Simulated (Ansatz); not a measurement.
Born–Oppenheimer molecular dynamics of a periodic cell of 19 atoms, Ba4Y2F13 (host Ba2YF7, host structure C2/c, one F atom removed), cell charge +1. It starts from an unrelaxed structure (largest force component 2.36 eV/Å).

These are results of DFT PBEsol, scalar-relativistic, plane waves, PAW in Ansatz, not measurements. Settings: cutoff 420 eV, k mesh 2x2x1, fermi-dirac smearing 0.05 eV, no spin polarisation.

```yaml
ensemble: NVT, Langevin thermostat
time_step: 2 fs
steps_asked: 100
set_temperature: 1500 K
friction: 0.02 /fs
seed: 889178
```

First frame:

```xyz
19
Lattice="6.9118 -3.4022 0.0000 6.9118 3.4022 0.0000 -4.7701 0.0000 6.7094" Properties=species:S:1:pos:R:3
Ba 8.149 0.042 1.750
Ba 5.763 -0.042 5.105
Ba 3.290 0.042 1.604
Ba 0.905 -0.042 4.959
Y 5.719 -3.301 1.677
Y 3.334 3.301 5.032
F 10.585 0.793 0.936
F 8.200 -0.793 4.291
F 7.698 2.453 0.488
F 6.489 1.767 3.046
F 5.719 -0.916 1.677
F 4.949 1.767 0.309
F 4.104 -1.767 6.401
F 3.741 2.453 2.867
F 3.334 0.916 5.032
F 2.564 -1.767 3.664
F 1.356 -2.453 6.221
F 0.854 0.793 2.418
F -1.531 -0.793 5.773
```

Question: What does the run give?

Answer: All steps were run.

```json
{
 "steps done": "100",
 "time covered": "200 fs",
 "mean temperature over the second half": "1225 K",
 "spread of the potential energy over the second half": "14.7 meV per atom",
 "mean potential energy of the second half above the start": "54.8 meV per atom"
}
```

The mean temperature of the second half is 18 % below the set value. A run of 0.2 ps of so small a system gives no equilibrium averages. Limits of this set-up: coarse k mesh, charged cell in a uniform background, uncorrected.

Question: What happens to the structure?

Answer: Mean squared displacements from the first frame to the last, about the centre of mass: Ba 0.06 Å², Y 0.06 Å², F 0.25 Å². This is one draw of velocities; another would differ in detail.

Question: How do temperature and energy run in time?

Answer: 
```tsv
time (fs)	T (K)	potential energy less start (eV)
0.0	1421	0.000
10.0	1002	0.441
20.0	1145	0.714
30.0	885	0.905
40.0	909	0.927
50.0	1010	1.089
60.0	867	1.433
70.0	1370	0.897
80.0	1631	0.831
90.0	1923	1.473
100.0	1102	1.786
110.0	1377	1.129
120.0	1682	0.840
130.0	1456	0.887
140.0	1003	1.302
150.0	820	1.389
160.0	965	1.069
170.0	1412	0.680
180.0	872	0.766
190.0	1148	0.838
200.0	1205	1.148
```

Run time: 10 min on 1 thread of Arm Neoverse V2 (shared host), peak memory 0.71 GiB.
